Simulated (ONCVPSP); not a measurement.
# An ONCV potential for oxygen, from input to tests

Aim: build the potential from the settings below, then test how well it stands in for the atom: other configurations, scattering, ghost states and the plane-wave cutoff that it needs.

Method: ONCVPSP 4.0.1.1 (patched build), PBE, scalar-relativistic.

## 1. Settings

Typed settings, in words:

```
element                 : oxygen (O, Z = 8)
type                    : optimised norm-conserving Vanderbilt (ONCV)
frozen core             : [He]
valence charge          : 6
reference configuration : 2s2 2p4
partial waves           : 2s: rc 1.00 bohr, ncon 4, nbas 8, qcut 7.8 1/bohr, 1 projector; 2p: rc 1.10 bohr, ncon 4, nbas 7, qcut 15.6 1/bohr, 2 projectors, debl 2.9 Ha; d scattering state at 0.11 Ha: rc 1.00 bohr, ncon 4, nbas 9, qcut 11 1/bohr, 2 projectors, debl 1.4 Ha
local potential         : polynomial inside 0.80 bohr (lpopt 4, dvloc0 0 Ha)
core correction         : Teter function, parameters optimised by the program
```

The outer shells as boxes (Hund's rule for the drawing; the calculation is spin-unpolarised):

```
[He] core
2s [↑↓]
2p [↑↓][↑ ][↑ ]
```

An earlier all-electron run gives the scale for the radii.

All-electron outer shells of the reference configuration (PBE, scalar-relativistic, ld1.x):

```
shell  level (eV)  outermost node (bohr)  outermost maximum (bohr)
   1s     -514.70                      –                      0.13
   2s      -23.96                   0.28                      0.87
   2p       -9.03                      –                      0.82
```

## 2. Generation

Contents of O.dat:

```
# ATOM AND REFERENCE CONFIGURATION
# atsym  z   nc   nv     iexc    psfile
  O 8.00    1    2        4      upf
#
#   n    l    f
    1    0    2.00
    2    0    2.00
    2    1    4.00
#
# PSEUDOPOTENTIAL AND OPTIMIZATION
# lmax
    2
#
#   l,   rc,      ep,       ncon, nbas, qcut
    0    1.00    0.00    4    8    7.80
    1    1.10    0.00    4    7   15.60
    2    1.00    0.11    4    9   11.00
#
# LOCAL POTENTIAL
# lloc, lpopt,  rc(5),   dvloc0
    4    4    0.80    0.00
#
# VANDERBILT-KLEINMAN-BYLANDER PROJECTORs
# l, nproj, debl
    0    1    3.50
    1    2    2.90
    2    2    1.40
#
# MODEL CORE CHARGE
# icmod, fcfact, rcfact
    4    0.50    0.00
#
# LOG DERIVATIVE ANALYSIS
# epsh1, epsh2, depsh
   -2.00    5.00    0.02
#
# OUTPUT GRID
# rlmax, drl
    6.00    0.01
#
# TEST CONFIGURATIONS
# ncnf
    4
# nvcnf
#   n    l    f
    2
    2    0    2.00
    2    1    3.00
#
    2
    2    0    2.00
    2    1    2.00
#
    2
    2    0    2.00
    2    1    1.00
#
    2
    2    0    1.00
    2    1    5.00
#
```

On the command line:

```console
$ oncvpsp.x < O.dat > O.out
```

What does the calculation give? Wanted: cutoffs for 1 and 0.1 mHa per electron, occupied waves; bound ghosts; GHOST(+) flags; largest test error; largest phase difference near zero energy, channels read; rms error of d²Exc/dn², without and with the model core.

As calculated:

| quantity | value |
| --- | --- |
| cutoffs for 1 and 0.1 mHa per electron, occupied waves | 59 Ha and 141 Ha |
| bound ghosts | none found |
| GHOST(+) flags | none at low energy |
| largest test error (AE − PS) | +181 meV, for 2s2 2p1 |
| largest phase difference near zero energy, channels read | 0.002 rad |
| rms error of d²Exc/dn², without and with the model core | 1.82 and 0.88 mHa |

**Reading.** By total energies transferability is fair for so large an energy: the largest error is 181 meV on 103.9 eV, for 2s2 2p1. That test lies far up in energy; among those under 40 eV, nearer to bonding, the largest error is 8.5 meV. The potential is hard: the looser tolerance needs 59 Ha. At the looser tolerance the 2p wave is the slowest; 2s needs 30 Ha. The program's ghost test flags no bound state. Near zero energy the phases of the channels with partial waves agree within 0.002 rad. All of this concerns the isolated atom, not yet a solid.
